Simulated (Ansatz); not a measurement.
# NaF: the cell at several levels of theory

One table from this session's results is given with a row withheld; the runs are named, their logs left out.

Program: Ansatz 0.2.0. PAW datasets, plane waves, zero pressure. (Simulation; spin polarisation is off.)

**Starting point**

The symmetry is Fm-3m (No. 225, cubic); conventional cell a = 4.572 Å, 11.94 Å³ an atom. Na has 6 F at 2.29 Å; F has 6 Na at 2.29 Å.

The structure in full:

```xyz
2
Lattice="0.0000 2.2859 2.2859 2.2859 0.0000 2.2859 2.2859 2.2859 0.0000" Properties=species:S:1:pos:R:3 pbc="T T T"
Na    0.0000    0.0000    0.0000
F     2.2859    2.2859    2.2859
```

The first run:

File input.yaml:

```yaml
crystal:
  lattice:
    - [0.0, 2.2858943317, 2.2858943317]
    - [2.2858943317, 0.0, 2.2858943317]
    - [2.2858943317, 2.2858943317, 0.0]
  atoms:
    - { symbol: Na, position: [0.0, 0.0, 0.0] }
    - { symbol: F, position: [0.5, 0.5, 0.5] }
kpoints:
  mp_grid: { grid: [8, 8, 8] }
hamiltonian:
  xc: pbe
scf:
  occupations: { method: fermi_dirac, width: 0.02 }
relax:
  f_tol: 0.005
  cell: {}
```

On the command line:

```console
$ ansatz run input.yaml --threads 2 --pin off --max-ram 29491MiB --backend cpu --events-out ev --progress --plain --runs-dir out
```

Among the steps run: Relaxation with PBE; Relaxing with r2SCAN; PBEsol: cell and atoms; LDA: cell and atoms; Relaxation with HSE06.

One table of the session follows, with a row left open; its other results are not shown here.

```
 level  a (Å)  volume (Å³/atom)
   PBE      ?                 ?
r2SCAN  4.594            12.123
PBEsol  4.629            12.402
   LDA  4.503            11.412
 HSE06  4.638            12.469
```

Estimate the missing values for PBE.

The run gave: a (Å): 4.700; volume (Å³/atom): 12.978. In the column «a (Å)» it is the highest.

The volume runs from LDA (least) to PBE (most), a spread of 13.7 %, or 4.4 % in length if all axes shared it alike. The meshes differ: PBE 8×8×8, r2SCAN 8×8×8, PBEsol 8×8×8, LDA 8×8×8, HSE06 6×6×6.
